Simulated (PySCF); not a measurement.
# C2H7FOSi2: the cost of one run

Computed with PySCF 2.14.0, with density-fitted response routines of our own, on a single molecule in the gas phase. Atoms are numbered from 0 throughout.

## 1. Starting geometry

13 atoms, charge 0, multiplicity 1; geometry from: GFN2-xTB. The atoms were then displaced at random by about 0.01 Å, so the start is not that level's minimum.

Bonds of the start (Å): O0–Si1 1.62, Si1–C2 1.91, C2–Si3 1.95, Si3–C4 1.96, C4–F5 1.39, C4–Si1 1.94, O0–H6 0.93, Si1–H7 1.45, C2–H8 1.06, C2–H9 1.09, Si3–H10 1.43, Si3–H11 1.45, C4–H12 1.09.

## 2. Relaxing the molecule at PBE0-D3(BJ)/def2-SVP

The job: settings as JSON, then the geometry in Å.

```
{"job": {"xc": "PBE0", "basis": "def2-SVP", "d3": "d3bj", "grid": 1, "shake": 0.01, "kind": "geom"}, "charge": 0, "multiplicity": 1}
O     -2.190530    -0.627250    -0.602770
Si    -1.182260     0.428460     0.092820
C      0.278910     0.968880    -1.016690
Si     1.584020    -0.151210    -0.090060
C      0.122640    -0.517630     1.164950
F     -0.180640    -1.865930     1.341110
H     -2.061420    -1.544760    -0.524930
H     -1.981770     1.459920     0.721990
H      0.178980     0.767340    -2.048660
H      0.533370     2.026630    -0.922710
H      2.701880     0.517950     0.505760
H      1.947550    -1.358270    -0.807500
H      0.255090    -0.121010     2.176360
```

Started as:

```console
$ OMP_NUM_THREADS=1 python probes_run.py task.json out
```

One launch serves the whole session: the jobs run in the order shown.

**Question.** How long does this first job take on 1 thread of Arm Neoverse N1, shared host, and how much memory does it need?

About 3.4 min, with a peak of 0.51 GiB.
